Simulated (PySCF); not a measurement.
# Pt2: forces at shaken geometries

How stiff is Pt2? Its atoms are displaced at random by several amounts. The species was built from a template and needn't be a known compound.

Program: PySCF 2.14.0. Level of theory: PBE, Pt def2-SVP with ECP60; scalar-relativistic core potentials, no spin–orbit coupling. These are calculated values, not measurements.

2 further runs of the same task are left out: 1 for a known fault of the program, 1 that didn't finish.

## 1. The system as given

2 atoms, charge 0, spin multiplicity 3.

Bond lengths: Pt1–Pt2 2.355 Å.

Coordinates:

```
Pt    0.0000    0.0000    1.1776
Pt    0.0000    0.0000   -1.1776
```

An earlier session relaxed this geometry at PBE, Pt def2-SVP with ECP60 (triplet, point group D∞h).

Its energy there is -238.722360 Eh.

## 2. Atoms moved at random, σ = 0.06 Å

Contents of run.py (the lines that set the calculation):

```python
mol = gto.M(atom='''
Pt    -0.03449    -0.04027     1.27062
Pt     0.03449     0.04027    -1.27062''',
    basis={'Pt': 'def2-SVP'},
    ecp={'Pt': 'def2-SVP'},
    charge=0, spin=2)
mf = dft.UKS(mol, xc='PBE')
mf.grids.atom_grid = (50, 194)
mf = mf.density_fit()  # fitting sets: Pt def2-universal-JKFIT
mf.conv_tol = 1e-08; mf.max_cycle = 55
mf.kernel(dm0)  # dm0: the density of the relaxed state
```

On the command line:

```
OMP_NUM_THREADS=2 python run.py
```

The program printed:

```text
init E= -238.684707140782
  HOMO = -0.225869005972  LUMO = -0.218469217599  gap/eV = 0.20136
cycle= 1 E= -238.711991719385  delta_E= -0.0273  |g|= 0.0505  |ddm|= 0.377
  HOMO = -0.188804561753  LUMO = -0.177340979231  gap/eV = 0.31194
cycle= 2 E= -238.709366616144  delta_E= 0.00263  |g|= 0.09  |ddm|= 0.307
  HOMO = -0.2026283171  LUMO = -0.192525666978  gap/eV = 0.27491
cycle= 3 E= -238.713503659154  delta_E= -0.00414  |g|= 0.00739  |ddm|= 0.167
  HOMO = -0.201958121795  LUMO = -0.192087198662  gap/eV = 0.26860
cycle= 4 E= -238.71302634289  delta_E= 0.000477  |g|= 0.0296  |ddm|= 0.0393
  HOMO = -0.202004737503  LUMO = -0.192120856598  gap/eV = 0.26895
cycle= 5 E= -238.713526533348  delta_E= -0.0005  |g|= 0.00357  |ddm|= 0.0339
  HOMO = -0.202395247615  LUMO = -0.192625665957  gap/eV = 0.26584
cycle= 6 E= -238.713534310452  delta_E= -7.78e-06  |g|= 0.000316  |ddm|= 0.00758
  HOMO = -0.202430999613  LUMO = -0.192633934063  gap/eV = 0.26659
cycle= 7 E= -238.713534384595  delta_E= -7.41e-08  |g|= 0.000114  |ddm|= 0.00164
  HOMO = -0.202437142307  LUMO = -0.192634904578  gap/eV = 0.26673
cycle= 8 E= -238.71353439508  delta_E= -1.05e-08  |g|= 6.9e-05  |ddm|= 0.00101
  HOMO = -0.202433230161  LUMO = -0.192631898668  gap/eV = 0.26671
cycle= 9 E= -238.713534399206  delta_E= -4.13e-09  |g|= 3.27e-05  |ddm|= 0.000633
  HOMO = -0.202428883393  LUMO = -0.192628686434  gap/eV = 0.26668
Extra cycle  E= -238.7135343946  delta_E= 4.61e-09  |g|= 6.4e-05  |ddm|= 0.000712
converged SCF energy = -238.7135343946  <S^2> = 2.0160138  2S+1 = 3.0106569
```

Wall time 1.7 s (2 threads of Arm Neoverse V1, shared host).

Result: E = -238.713534 Eh (+0.240 eV from the relaxed state), HOMO -5.51 eV, LUMO -5.24 eV (over both spins), ⟨S²⟩ = 2.016, Mulliken charge on Pt1 +0.00 e, largest force component 2.196 eV/Å. 

```tsv
atom	Fx	Fy	Fz (eV/Å)
Pt1	0.067	0.078	-2.196
Pt2	-0.067	-0.078	2.196
```

## 3. Atoms moved at random, σ = 0.15 Å

run.py (the lines that set the calculation): that of step 2 with these lines changed.

```diff
@@ -1,4 +1,4 @@
 mol = gto.M(atom='''
-Pt    -0.03449    -0.04027     1.27062
-Pt     0.03449     0.04027    -1.27062''',
+Pt     0.02164     0.15233     1.39190
+Pt    -0.02164    -0.15233    -1.39190''',
     basis={'Pt': 'def2-SVP'},
```

On the command line:

```
OMP_NUM_THREADS=2 python run.py
```

The program printed:

```text
init E= -238.633783534119
cycle= 1 E= -238.667388348487  delta_E= -0.0336  |g|= 0.144  |ddm|= 1.46
  HOMO = -0.168187926808  LUMO = -0.163910176823  gap/eV = 0.11640
cycle= 2 E= -238.623285848114  delta_E= 0.0441  |g|= 0.294  |ddm|= 1.72
  HOMO = -0.209472265698  LUMO = -0.208329351935  gap/eV = 0.03110
cycle= 3 E= -238.681479732685  delta_E= -0.0582  |g|= 0.103  |ddm|= 0.833
cycle= 4 E= -238.53968155106  delta_E= 0.142  |g|= 0.457  |ddm|=  1.1
  HOMO = -0.204893787126  LUMO = -0.201412619693  gap/eV = 0.09473
cycle= 5 E= -238.687219654518  delta_E= -0.148  |g|= 0.0315  |ddm|= 1.05
  HOMO = -0.203963295617  LUMO = -0.200103006501  gap/eV = 0.10504
cycle= 6 E= -238.687472788008  delta_E= -0.000253  |g|= 0.0246  |ddm|= 0.173
  HOMO = -0.204357317116  LUMO = -0.19954441864  gap/eV = 0.13097
cycle= 7 E= -238.687334998117  delta_E= 0.000138  |g|= 0.0219  |ddm|= 0.297
  HOMO = -0.204794904957  LUMO = -0.199490861464  gap/eV = 0.14433
cycle= 8 E= -238.688007269888  delta_E= -0.000672  |g|= 0.00687  |ddm|= 0.195
  HOMO = -0.205125039878  LUMO = -0.199759033908  gap/eV = 0.14602
cycle= 9 E= -238.688076984996  delta_E= -6.97e-05  |g|= 0.00377  |ddm|= 0.0653
  HOMO = -0.205196776647  LUMO = -0.199751570214  gap/eV = 0.14817
cycle= 10 E= -238.688139334416  delta_E= -6.23e-05  |g|= 0.00348  |ddm|= 0.0672
  HOMO = -0.20524397184  LUMO = -0.199729988694  gap/eV = 0.15004
cycle= 11 E= -238.688179831257  delta_E= -4.05e-05  |g|= 0.00337  |ddm|= 0.0298
  HOMO = -0.205100589095  LUMO = -0.199721539302  gap/eV = 0.14637
...
cycle= 20 E= -238.688050756401  delta_E= 1.29e-06  |g|= 0.000281  |ddm|= 0.0313
  HOMO = -0.205271626506  LUMO = -0.199858435631  gap/eV = 0.14730
cycle= 21 E= -238.688050726031  delta_E= 3.04e-08  |g|= 0.000447  |ddm|= 0.00701
  HOMO = -0.205261853676  LUMO = -0.199850910184  gap/eV = 0.14724
cycle= 22 E= -238.688050961107  delta_E= -2.35e-07  |g|= 0.000183  |ddm|= 0.00425
  HOMO = -0.205261106131  LUMO = -0.199850095214  gap/eV = 0.14724
cycle= 23 E= -238.688051018621  delta_E= -5.75e-08  |g|= 0.000152  |ddm|= 0.00302
  HOMO = -0.205263845082  LUMO = -0.199851801724  gap/eV = 0.14727
cycle= 24 E= -238.68805102649  delta_E= -7.87e-09  |g|= 0.000279  |ddm|= 0.00311
  HOMO = -0.205261683087  LUMO = -0.199849814141  gap/eV = 0.14726
cycle= 25 E= -238.688051046625  delta_E= -2.01e-08  |g|= 0.000226  |ddm|= 0.000962
  HOMO = -0.205265897941  LUMO = -0.199856559198  gap/eV = 0.14720
cycle= 26 E= -238.688051064799  delta_E= -1.82e-08  |g|= 6.35e-05  |ddm|= 0.000793
  HOMO = -0.205258273327  LUMO = -0.199847827592  gap/eV = 0.14723
cycle= 27 E= -238.688051090709  delta_E= -2.59e-08  |g|= 5.87e-05  |ddm|= 0.00137
  HOMO = -0.205261737873  LUMO = -0.19985159475  gap/eV = 0.14722
cycle= 28 E= -238.68805111736  delta_E= -2.67e-08  |g|= 3.97e-05  |ddm|= 0.00381
  HOMO = -0.205262262881  LUMO = -0.199851774466  gap/eV = 0.14723
cycle= 29 E= -238.688051118938  delta_E= -1.58e-09  |g|= 4.04e-05  |ddm|= 0.000546
  HOMO = -0.205264566465  LUMO = -0.199853780847  gap/eV = 0.14723
Extra cycle  E= -238.688051208076  delta_E= -8.91e-08  |g|= 8.19e-05  |ddm|= 0.00287
converged SCF energy = -238.688051208076  <S^2> = 2.0189229  2S+1 = 3.0125889
```

Run time: 3.2 s. Hardware: 2 threads of Arm Neoverse V1, shared host.

It gives: E = -238.688051 Eh (+0.934 eV from the relaxed state), HOMO -5.59 eV, LUMO -5.44 eV (over both spins), ⟨S²⟩ = 2.019, Mulliken charge on Pt1 +0.00 e, largest force component 2.894 eV/Å. 

```tsv
atom	Fx	Fy	Fz (eV/Å)
Pt1	-0.048	-0.315	-2.894
Pt2	0.048	0.315	2.894
```

## 4. Atoms moved at random, σ = 0.1 Å

run.py (the lines that set the calculation): that of step 3 with these lines changed.

```diff
@@ -1,4 +1,4 @@
 mol = gto.M(atom='''
-Pt     0.02164     0.15233     1.39190
-Pt    -0.02164    -0.15233    -1.39190''',
+Pt     0.05192     0.17275     1.25563
+Pt    -0.05192    -0.17275    -1.25563''',
     basis={'Pt': 'def2-SVP'},
```

On the command line:

```
OMP_NUM_THREADS=2 python run.py
```

The program printed:

```text
init E= -238.682347801227
  HOMO = -0.228740235402  LUMO = -0.221597540641  gap/eV = 0.19436
cycle= 1 E= -238.71100674007  delta_E= -0.0287  |g|= 0.0674  |ddm|= 0.59
  HOMO = -0.187115816376  LUMO = -0.175727760198  gap/eV = 0.30988
cycle= 2 E= -238.707670804035  delta_E= 0.00334  |g|= 0.109  |ddm|= 0.417
  HOMO = -0.203415690727  LUMO = -0.193347066536  gap/eV = 0.27398
cycle= 3 E= -238.713896782825  delta_E= -0.00623  |g|= 0.0113  |ddm|= 0.216
  HOMO = -0.201749722988  LUMO = -0.191779923875  gap/eV = 0.27129
cycle= 4 E= -238.713392749872  delta_E= 0.000504  |g|= 0.0324  |ddm|= 0.0594
  HOMO = -0.201800606496  LUMO = -0.191786913775  gap/eV = 0.27249
cycle= 5 E= -238.713973100592  delta_E= -0.00058  |g|= 0.00652  |ddm|= 0.0399
  HOMO = -0.202394866376  LUMO = -0.192518196822  gap/eV = 0.26876
cycle= 6 E= -238.713998821069  delta_E= -2.57e-05  |g|= 0.000998  |ddm|= 0.0126
  HOMO = -0.202356535883  LUMO = -0.192425300841  gap/eV = 0.27024
cycle= 7 E= -238.713999546662  delta_E= -7.26e-07  |g|= 0.000327  |ddm|= 0.00434
  HOMO = -0.202356541781  LUMO = -0.192409350778  gap/eV = 0.27068
cycle= 8 E= -238.713999589  delta_E= -4.23e-08  |g|= 0.000196  |ddm|= 0.00263
  HOMO = -0.202348285724  LUMO = -0.192399903762  gap/eV = 0.27071
cycle= 9 E= -238.713999628655  delta_E= -3.97e-08  |g|= 7.37e-05  |ddm|= 0.0017
  HOMO = -0.202343016881  LUMO = -0.192395346482  gap/eV = 0.27069
cycle= 10 E= -238.713999634743  delta_E= -6.09e-09  |g|= 2.21e-05  |ddm|= 0.000508
  HOMO = -0.202343087833  LUMO = -0.192396864983  gap/eV = 0.27065
Extra cycle  E= -238.713999634471  delta_E= 2.72e-10  |g|= 2.6e-05  |ddm|= 0.000268
converged SCF energy = -238.713999634471  <S^2> = 2.0159332  2S+1 = 3.0106034
```

Run time: 1.7 s. Hardware: 2 threads of Arm Neoverse V1, shared host.

It gives: E = -238.714000 Eh (+0.227 eV from the relaxed state), HOMO -5.51 eV, LUMO -5.24 eV (over both spins), ⟨S²⟩ = 2.016, Mulliken charge on Pt1 +0.00 e, largest force component 2.139 eV/Å. 

```tsv
atom	Fx	Fy	Fz (eV/Å)
Pt1	-0.079	-0.291	-2.139
Pt2	0.079	0.291	2.139
```

## 5. The displacements side by side

| σ (Å) | energy rise (eV) | harmonic estimate −½ F·u (eV) | largest force component (eV/Å) |
| --- | --- | --- | --- |
| 0.06 | 0.240 | 0.210 | 2.20 |
| 0.15 | 0.934 | 0.669 | 2.89 |
| 0.1 | 0.227 | 0.221 | 2.14 |

Every displacement raises the energy. For a harmonic well the rise equals −½ F·u; the two differ by at most 28 % here (a move with σ = 0.15 Å), from anharmonicity, the grid and the small forces left at the relaxed point. These are double-zeta-type bases without diffuse functions. Spin–orbit coupling is left out for this open shell, where it can reorder the states. Open shells may have lower solutions than the one found.
